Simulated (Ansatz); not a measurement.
**MoS2 (P6_3/mmc): the listed cell**

Aim: the state of MoS2 (P6_3/mmc) with the cell held as listed.

Program: Ansatz 0.2.0. Level of theory: DFT PBE, scalar-relativistic, plane waves, PAW. These are calculated values, not measurements.

The runs add the D3(BJ) dispersion term to the functional named.

1 further run of the same task is left out (set aside as unsound or not needed).

### Step 1. The starting structure

It takes space group P6_3/mmc (No. 194, hexagonal). Conventional cell: a = 3.169 Å, b = 3.169 Å, c = 12.324 Å, α = 90.00°, β = 90.00°, γ = 120.00°. Mo (site symmetry -6m2) is surrounded by 6 S at 2.41 Å. Around S (site symmetry 3m) lie 3 Mo at 2.41 Å.

Structure file:

```cif
data_structure
_symmetry_space_group_name_H-M 'P 1'
_symmetry_Int_Tables_number 1
_cell_length_a 3.1690
_cell_length_b 3.1690
_cell_length_c 12.3240
_cell_angle_alpha 90.000
_cell_angle_beta 90.000
_cell_angle_gamma 120.000
_cell_volume 107.18
loop_
_atom_site_label
_atom_site_type_symbol
_atom_site_fract_x
_atom_site_fract_y
_atom_site_fract_z
_atom_site_occupancy
Mo1 Mo 0.33333 0.66667 0.25000 1
Mo2 Mo 0.66667 0.33333 0.75000 1
S1 S 0.33333 0.66667 0.62300 1
S2 S 0.66667 0.33333 0.12300 1
S3 S 0.33333 0.66667 0.87700 1
S4 S 0.66667 0.33333 0.37700 1
```

### Step 2. The listed cell

Input file input.yaml:

```yaml
crystal:
  lattice:
    - [3.169, 0.0, 0.0]
    - [-1.5845, 2.7444345046, 0.0]
    - [0.0, 0.0, 12.324]
  atoms:
    - { symbol: Mo, position: [0.3333333333, 0.6666666667, 0.25] }
    - { symbol: Mo, position: [0.6666666667, 0.3333333333, 0.75] }
    - { symbol: S, position: [0.3333333333, 0.6666666667, 0.623] }
    - { symbol: S, position: [0.6666666667, 0.3333333333, 0.123] }
    - { symbol: S, position: [0.3333333333, 0.6666666667, 0.877] }
    - { symbol: S, position: [0.6666666667, 0.3333333333, 0.377] }
basis:
  ecutwfc: 420
  ecutrho_ratio: 4
kpoints:
  mp_grid: { grid: [10, 10, 2] }
hamiltonian:
  xc: pbe
  dispersion: d3bj
scf:
  occupations: { method: gaussian, width: 0.05 }
output:
  forces: true
  stress: true
  eigenvalues: true
relax:
  f_tol: 0.01
  max_steps: 40
  cell: { stress_tol: 0.1, fix: [volume] }
```

Command:

```
> ansatz run input.yaml --threads 4 --pin off --max-ram 10240MiB --backend cpu --events-out ev --progress --plain --runs-dir out
```

Before running it: what results should come out? Wanted: volume; pressure; conventional cell; gap on the mesh.

The runs gave:

| quantity | value |
| --- | --- |
| volume | 17.864 Å³/atom |
| pressure | -1.25 GPa |
| conventional cell | a = 3.161 Å, b = 3.161 Å, c = 12.384 Å, α = 90.00°, β = 90.00°, γ = 120.00° |
| gap on the mesh | 0.96 eV |

Held at the listed cell, this level shows -1.2 GPa, so it wants a smaller volume.

These are semilocal Kohn-Sham gaps, which aren't the measured quantity. Such gaps usually fall short of the measured ones.
